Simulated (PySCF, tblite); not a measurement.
# C3H3ClN4Si: geometry, infrared bands and NMR shifts

Wanted: the infrared bands and NMR shifts of C3H3ClN4Si (`N#Cc1c(Cl)nnn1[SiH3]`), by calculation.

Programs: tblite 0.8.0 and PySCF 2.14.0, with density-fitted response routines of our own. Each step states its level of theory. These are calculated values for one molecule in the gas phase, unless marked as measured. Atoms count from 0, in the outputs and in this text.

## 1. Starting geometry

12 atoms, charge 0, multiplicity 1; geometry from: force field or distance geometry start.

Bonds of the start (Å): N0–C1 1.15, C1–C2 1.43, C2–C3 1.36, C3–Cl4 1.69, C3–N5 1.38, N5–N6 1.32, N6–N7 1.34, N7–Si8 1.76, N7–C2 1.37, Si8–H9 1.49, Si8–H10 1.49, Si8–H11 1.49.

## 2. Geometry optimisation with GFN2-xTB

Job settings and geometry (Å):

```
{"job": {"kind": "relax", "xc": "GFN2-xTB", "basis": "xTB"}, "charge": 0, "multiplicity": 1}
N      0.312800     2.880600    -0.628600
C      0.532800     1.773800    -0.421300
C      0.783600     0.399000    -0.139300
C      1.974400    -0.260300    -0.098600
Cl     3.535400     0.354900    -0.327400
N      1.738300    -1.586800     0.200300
N      0.434600    -1.756100     0.331100
N     -0.149300    -0.561100     0.132300
Si    -1.900300    -0.369300     0.215100
H     -2.602000    -1.645300     0.536600
H     -2.243200     0.632000     1.261700
H     -2.415800     0.137900    -1.087800
```

On the command line:

```
> OMP_NUM_THREADS=1 python probes_run.py task.json out
```

One launch serves the whole session: the jobs run in the order shown.

**Question.** This job is followed by: GFN2-xTB harmonic vibrations, gas phase; GIAO PBE0/pcSseg-1 NMR shielding, non-relativistic, gas phase. Predict these results of the whole session: strongest single infrared mode (GFN2-xTB); zero-point energy (GFN2-xTB); ¹³C shifts against TMS (PBE0/pcSseg-1); ¹H shifts against TMS (PBE0/pcSseg-1, means over atoms taken as alike); ¹⁵N shifts against NH3 (PBE0/pcSseg-1); ³⁵Cl shifts against HCl (PBE0/pcSseg-1); ²⁹Si shifts against TMS (PBE0/pcSseg-1); surface potential, 1st and 99th percentile.

The runs gave:

| quantity | value |
| --- | --- |
| strongest single infrared mode (GFN2-xTB) | 784 cm⁻¹, 367 km/mol |
| zero-point energy (GFN2-xTB) | 38.0 kcal/mol |
| ¹³C shifts against TMS (PBE0/pcSseg-1) | 156.8, 120.5, 114.5 ppm |
| ¹H shifts against TMS (PBE0/pcSseg-1, means over atoms taken as alike) | 5.36 ppm |
| ¹⁵N shifts against NH3 (PBE0/pcSseg-1) | 426.1, 393.6, 352.9, 266.2 ppm |
| ³⁵Cl shifts against HCl (PBE0/pcSseg-1) | 182 ppm |
| ²⁹Si shifts against TMS (PBE0/pcSseg-1) | -44.9 ppm |
| surface potential, 1st and 99th percentile | -1.39 V and 2.16 V |

The optimisation took 33 steps and gained 0.288 eV; among the close pairs (by a distance rule), N5–N6 changed most, from 1.321 to 1.274 Å. No mode is imaginary among the 30: a minimum at this level. The strongest single mode, at 784 cm⁻¹, moves mainly H10 and H11. GFN2-xTB is a fitted tight-binding method: band positions and strengths are rough. Its intensities can rank the bands wrongly. At PBE0/pcSseg-1: The largest span, 572 ppm, is at N6, where the paramagnetic term is -472 ppm. NICS(1)zz of -30 ppm above the planar ring from C2 marks a diatropic (aromatic) ring current. At PBE0/pcSseg-1, counted by nearest atom on the grid, the HOMO lies on Cl4 24 %; C2, C3 about 20 % each, the LUMO on N0, N6, N7 about 17 % each; C2 17 %.
